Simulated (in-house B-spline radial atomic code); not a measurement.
**Eu⁵⁺: excited configurations**

How much energy does it take to promote electrons of Eu⁵⁺ to other shells? Each configuration is solved by itself and compared with the reference.

Program: in-house B-spline radial atomic code version 1. Level of theory: Dirac-Hartree-Fock, average of configuration, Fermi nucleus, basis-set limit. These are calculated values, not measurements, unless marked.

### Step 1. What is computed

- element: europium (Z = 63)
- charge: +5
- electrons: 58
- configuration: [Kr] 4d10 4f5 5s2 5p5
- Hamiltonian: Dirac-Coulomb
- nucleus: Fermi, rms radius 5.112 fm

Outer shells as boxes (Hund's rule):

[Kr] 4d10 4f5 5s2 5p5
```
[Kr] core
4d [↑↓][↑↓][↑↓][↑↓][↑↓]
4f [↑ ][↑ ][↑ ][↑ ][↑ ][  ][  ]
5s [↑↓]
5p [↑↓][↑↓][↑ ]
```

The boxes draw the filling by Hund's rule, which heavy ions in jj coupling don't follow; these runs average over all states of the configuration.

Settings of the run:

```ini
Z = 63
electrons = 58.0
configuration = [Kr] 4d10 4f5 5s2 5p5
hamiltonian = dirac
method = hf
spin_polarised = False
nucleus = fermi
rms_radius = 5.1115
mass_number = 153
atomic_mass = 152.921236789
speed_of_light = 137.035999084
```

The reference is known from an earlier run: -10841.111138 hartree in all. Up to eight levels, counted from the top:

```csv
orbital,occupation,energy (eV),<r> (bohr)
4p3/2,4,-353.64,0.6049
4d3/2,4,-228.00,0.6421
4d5/2,6,-222.44,0.6519
5s1/2,2,-114.46,1.316
5p1/2,1.66667,-90.598,1.429
5p3/2,3.33333,-85.531,1.493
4f5/2,2.14286,-81.314,0.7895
4f7/2,2.85714,-80.613,0.7960
```

### Step 2. Configuration [Kr] 4d10 4f5 5s2 5p4 7g1

Settings of the run:

```ini
Z = 63
electrons = 58.0
configuration = [Kr] 4d10 4f5 5s2 5p4 7g1
hamiltonian = dirac
method = hf
spin_polarised = False
nucleus = fermi
rms_radius = 5.1115
mass_number = 153
atomic_mass = 152.921236789
speed_of_light = 137.035999084
```

### Step 3. Run with [Kr] 4d9 4f5 5s2 5p5 9d1

Settings: those of step 2 with these lines changed.

```diff
@@ -2,3 +2,3 @@
 electrons = 58.0
-configuration = [Kr] 4d10 4f5 5s2 5p4 7g1
+configuration = [Kr] 4d9 4f5 5s2 5p5 9d1
 hamiltonian = dirac
```

### Step 4. Configuration [Kr] 4d9 4f5 5s2 5p5 6f1

Settings: those of step 3 with these lines changed.

```diff
@@ -2,3 +2,3 @@
 electrons = 58.0
-configuration = [Kr] 4d9 4f5 5s2 5p5 9d1
+configuration = [Kr] 4d9 4f5 5s2 5p5 6f1
 hamiltonian = dirac
```

### Step 5. [Kr] 4d10 4f5 5s2 5p4 6d1

Settings: those of step 4 with these lines changed.

```diff
@@ -2,3 +2,3 @@
 electrons = 58.0
-configuration = [Kr] 4d9 4f5 5s2 5p5 6f1
+configuration = [Kr] 4d10 4f5 5s2 5p4 6d1
 hamiltonian = dirac
```

### Step 6. [Kr] 4d10 4f4 5s2 5p5 7f1

Settings: those of step 5 with these lines changed.

```diff
@@ -2,3 +2,3 @@
 electrons = 58.0
-configuration = [Kr] 4d10 4f5 5s2 5p4 6d1
+configuration = [Kr] 4d10 4f4 5s2 5p5 7f1
 hamiltonian = dirac
```

### Step 7. Configuration [Kr] 4d9 4f5 5s2 5p5 8p1

Settings: those of step 6 with these lines changed.

```diff
@@ -2,3 +2,3 @@
 electrons = 58.0
-configuration = [Kr] 4d10 4f4 5s2 5p5 7f1
+configuration = [Kr] 4d9 4f5 5s2 5p5 8p1
 hamiltonian = dirac
```

Q: How far above the reference does each configuration lie (order and size, in eV)?

**Answer**, as computed:

| net move | configuration | energy above the reference (eV) | with Breit, QED, recoil (eV) | largest <r> (bohr) |
| --- | --- | --- | --- | --- |
| 5p → 6d | [Kr] 4d10 4f5 5s2 5p4 6d1 | 57.590 | 57.519 | 3.86 |
| 4f → 7f | [Kr] 4d10 4f4 5s2 5p5 7f1 | 63.510 | 63.659 | 8.13 |
| 5p → 7g | [Kr] 4d10 4f5 5s2 5p4 7g1 | 76.503 | 76.430 | 10.4 |
| 4d → 6f | [Kr] 4d9 4f5 5s2 5p5 6f1 | 199.78 | 199.72 | 5.33 |
| 4d → 8p | [Kr] 4d9 4f5 5s2 5p5 8p1 | 203.41 | 203.36 | 7.73 |
| 4d → 9d | [Kr] 4d9 4f5 5s2 5p5 9d1 | 209.57 | 209.51 | 12.3 |

Quantum defects of the promoted electron, δ = n − ζ/√(−2ε) with ζ = 6 and ε its orbital energy in hartree:

| promotion | δ |
| --- | --- |
| 5p → 6d | 1.892 |
| 4f → 7f | 0.967 |
| 5p → 7g | 0.038 |
| 4d → 6f | 0.975 |
| 4d → 8p | 2.426 |
| 4d → 9d | 1.860 |

**Reading.** The lowest of them is 5p → 6d at 57.590 eV and the highest 4d → 9d at 209.57 eV. Koopmans' estimate of the ionisation threshold is 80.613 eV; 3 configurations exceed it by over 2 % and could autoionise. Of those tabulated, the defect is largest for 8p (2.43) and least for 7g (0.04): low angular momentum penetrates the core, high angular momentum stays outside it. Two partly filled shells share a symmetry and can mix in the average, which may lower the energy, for: 4f → 7f; 4d → 6f; 4d → 8p; 4d → 9d. These are averages over configurations, without correlation, not spectroscopic levels.
